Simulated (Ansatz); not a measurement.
# HSE06/STO-3G run of SnTe (SMILES [Sn][Te])

What is the energy change on altering one bond length of SnTe at HSE06/STO-3G? 

Program for the calculation: Ansatz 0.2.0.

48 further runs of the same task are left out: 11 that didn't finish, 37 set aside as unsound or not needed.

## Step 1: Starting point

The species is SnTe (2 atoms), meant as a singlet with charge 0. As SMILES, `[Sn][Te]`. The shape comes from GFN2-xTB, which is rough for such elements, and wasn't checked as a minimum.

Bond lengths: Sn1–Te2 2.537 Å.

## Step 2: The energy at HSE06/STO-3G

File run.yaml:

```yaml
crystal:
  periodic: [false, false, false]
  atoms:
    - {symbol: Sn, position_ang: [0.000000, 0.000000, 0.000000]}
    - {symbol: Te, position_ang: [0.000000, 0.000000, 2.536770]}
basis:
  gaussian:
    orbitals: STO-3G
hamiltonian:
  xc: {name: HSE06}
accuracy: high
```

Launch:

```console
ansatz run run.yaml --threads 1 --pin off --max-ram 2610MiB --events-out events.jsonl --progress --plain --runs-dir runs
```

What it wrote:

```text
Warning: RAYON_NUM_THREADS=1 ignored (pool sized by the plan → 1); use --threads N
Functional definition: HSE06
  name "HSE06"
  parameter a = 0.25
  parameter omega = 0.11/bohr
  exchange = pbe_x - a*pbe_x_sr(omega) + a*exact_x_sr(omega)
  correlation = pbe_c
827 factors; integrals over basis functions are off by at most 4.7e-9 eV
46 factors; integrals over basis functions are off by at most 1.3e-9 eV
mean field evaluation 1: about -340522.4505 eV, gradient 1.9e1 eV
mean field evaluation 2: about -340482.3465 eV, gradient 7.4e1 eV
mean field evaluation 4: about -340525.5472 eV, gradient 3.0e-1 eV
mean field evaluation 8: about -340525.5579 eV, gradient 1.7e-2 eV
mean field evaluation 16: about -340525.5579 eV, gradient 4.4e-9 eV
mean field -340525.55791303 eV, -12514.0834367905 hartree, gradient 1.8e-9 eV, S^2 0.000000; 0 other end points of the search recorded, 0 dependent functions left out
reference -340525.55791485 eV, -12514.0834368576 hartree; 51, 51 occupied and 3, 3 virtual orbitals, 827 factors
Total energy: -340525.55791485 eV, -12514.0834368576 hartree
```

Wall time 1.4 s (1 thread of AMD EPYC 9R45 (Zen 5), shared host); peak memory 0.2 GiB.

## Step 3: The distorted shape

File job.yaml:

```yaml
crystal:
  periodic: [false, false, false]
  atoms:
    - {symbol: Sn, position_ang: [0.000000, 0.000000, -0.634230]}
    - {symbol: Te, position_ang: [0.000000, 0.000000, 2.536770]}
basis:
  gaussian:
    orbitals: STO-3G
magnetization:
  spin_polarized: false
hamiltonian:
  xc: hse06
accuracy: high
```

Launch:

```console
ansatz run job.yaml --threads 1 --pin off --max-ram 2610MiB --events-out events.jsonl --progress --plain --runs-dir runs
```

What it wrote, cut to the lines that bear on the results:

```text
Warning: RAYON_NUM_THREADS=1 ignored (pool sized by the plan → 1); use --threads N
[... 6 set-up lines as earlier in the session ...]
806 factors; integrals over basis functions are off by at most 5.2e-9 eV
48 factors; integrals over basis functions are off by at most 6.4e-10 eV
mean field evaluation 1: about -340515.2636 eV, gradient 2.3e1 eV
mean field evaluation 2: about -340431.4824 eV, gradient 5.5e1 eV
mean field evaluation 4: about -340516.0594 eV, gradient 2.2e1 eV
mean field evaluation 8: about -340516.5577 eV, gradient 2.2e1 eV
mean field evaluation 16: about -340522.9826 eV, gradient 6.3e-9 eV
mean field -340522.98255888 eV, -12513.9887942714 hartree, gradient 7.2e-9 eV, S^2 0.000000; 0 other end points of the search recorded, 0 dependent functions left out
reference -340522.98256084 eV, -12513.9887943432 hartree; 51, 51 occupied and 3, 3 virtual orbitals, 806 factors
Total energy: -340522.98256084 eV, -12513.9887943432 hartree
```

It took 1.5 s on 1 thread of AMD EPYC 9R45 (Zen 5), shared host; peak memory 0.2 GiB.

## Step 4: What came out

At HSE06/STO-3G:

| quantity | value |
| --- | --- |
| first shape: total energy | -12514.08344 Eh |
| distorted shape: total energy | -12513.98879 Eh |
| energy change with the Sn1–Te2 bond stretched from 2.537 to 3.171 Å | 2.575 eV |

What this shows: With the Sn1–Te2 bond stretched from 2.537 to 3.171 Å the energy rises by 2.58 eV (59 kcal/mol). The first shape isn't relaxed at this level, so the change isn't measured from a minimum. The minimal basis adds a large error of its own. Relativity is left out (first shape) although the molecule holds a heavy atom. Relativity is left out (distorted shape) although the molecule holds a heavy atom.
